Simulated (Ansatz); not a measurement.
# AsH₂+ (singlet): the correlation ladder at distance As1–H3 = 5.294 Å, cc-pVDZ

Aim: climb from Hartree-Fock through coupled cluster and multireference methods for AsH₂+ (singlet) at one geometry and basis, and see what each rung misses.

Method: cc-pVDZ, core rule «outside noble gas», up to 14 orbitals frozen; program: Ansatz 0.2.0, Gaussian basis.

Plan: UHF; CCSD(T) on RHF; CCSD(T) on UHF; BCCD(T) on RHF; CISD; CCSDT(Q) on RHF; CCSDT(Q) on UHF; CCSDTQ on RHF; CASSCF and MRCISD+Q, 2 electrons in 2 orbitals; CASSCF and NEVPT2, 2 electrons in 2 orbitals; CASSCF and MRCISD+Q, 6 electrons in 6 orbitals; CASSCF and NEVPT2, 6 electrons in 6 orbitals; Full CI.

22 further runs of the same task are left out: 15 that didn't finish, 7 set aside as unsound or not needed. Runs told in other sessions of the task aren't counted.

## (1) What is computed

The geometry derives from a PBE0/def2-TZVP stationary point (not a proven minimum). One bond is set to the value named and the two fragments are kept rigid. No spin-orbit coupling is included. The filled d shell of As may be among the frozen orbitals whatever the setting's name suggests.

3 atoms, charge 1, spin multiplicity 1.

Atoms are counted from 1 here; the program's logs count them from 0.

Bond lengths: As1–H2 1.530 Å.

## (2) UHF

File in.yaml:

```yaml
crystal:
  periodic: [false, false, false]
  atoms:
    - {symbol: As, position_ang: [0.000000, -0.062681, -0.035161]}
    - {symbol: H, position_ang: [0.000000, 1.010018, -1.126060]}
    - {symbol: H, position_ang: [0.000000, 3.649112, 3.739628]}
basis:
  gaussian: {orbitals: cc-pVDZ}
total_charge: 1
magnetization: {spin_polarized: true, initial_magnetization: 0}
hamiltonian: {xc: hf}
output: {orbitals: {seedname: orbitals}}
```

Run with:

```
$ ansatz run in.yaml --threads 1 --pin off --events-out ev --progress --plain --max-ram 2393MiB
```

After this run come: CCSD(T) on RHF; CCSD(T) on UHF; BCCD(T) on RHF; CISD; CCSDT(Q) on RHF; CCSDT(Q) on UHF; CCSDTQ on RHF; CASSCF and MRCISD+Q, 2 electrons in 2 orbitals; CASSCF and NEVPT2, 2 electrons in 2 orbitals; CASSCF and MRCISD+Q, 6 electrons in 6 orbitals; CASSCF and NEVPT2, 6 electrons in 6 orbitals; Full CI.

**Question.** What will the summary of the whole plan be? Wanted: FCI from the RHF energy; RMP2 from FCI; UMP2 from FCI; RCCSD from FCI; RCCSD(T) from FCI; UCCSD(T) from FCI; RCCSDT(Q) from FCI; UCCSDT(Q) from FCI; NEVPT2 pair from FCI.

As calculated:

| quantity | value |
| --- | --- |
| FCI from the RHF energy | -6.9399 eV |
| RMP2 from FCI | +32.60 kcal/mol |
| UMP2 from FCI | +15.16 kcal/mol |
| RCCSD from FCI | +8.22 kcal/mol |
| RCCSD(T) from FCI | -10.50 kcal/mol |
| UCCSD(T) from FCI | +0.19 kcal/mol |
| RCCSDT(Q) from FCI | -0.23 kcal/mol |
| UCCSDT(Q) from FCI | -0.09 kcal/mol |
| NEVPT2 pair from FCI | +14.66 kcal/mol |
| MRCISD+Q pair from FCI | -0.98 kcal/mol |
| NEVPT2 valence from FCI | +9.55 kcal/mol |
| levels within 1 kcal/mol (43 meV) | UCCSD(T), RCCSDT, UCCSDT, RCCSDT(Q), UCCSDT(Q), RCCSDTQ, MRCISD+Q pair, MRCISD+Q valence |
| T1 diagnostic | 0.174 |
| effectively unpaired electrons | 2.04 |

In words: RCCSD(T) misses by -10.50 kcal/mol, 6.6 % of the correlation energy. CCSD(T) misses by -10.50 kcal/mol on the restricted determinant and by +0.19 kcal/mol on the unrestricted one; the two need not hold the same state or core. RCCSD(T), BCCD(T), UCCSDT, RCCSDT(Q), UCCSDT(Q), MRCISD+Q pair, MRCISD+Q valence fall below full CI: unrestricted runs freeze a spin-polarised core, another one than full CI's, and coupled cluster isn't variational. The occupations show strong static correlation (2.0 unpaired electrons where one determinant has 0). Of the multireference levels listed MRCISD+Q valence comes nearest in total energy (-0.16 kcal/mol), which doesn't show that its space is the better one. These misses are within one basis, not against nature.
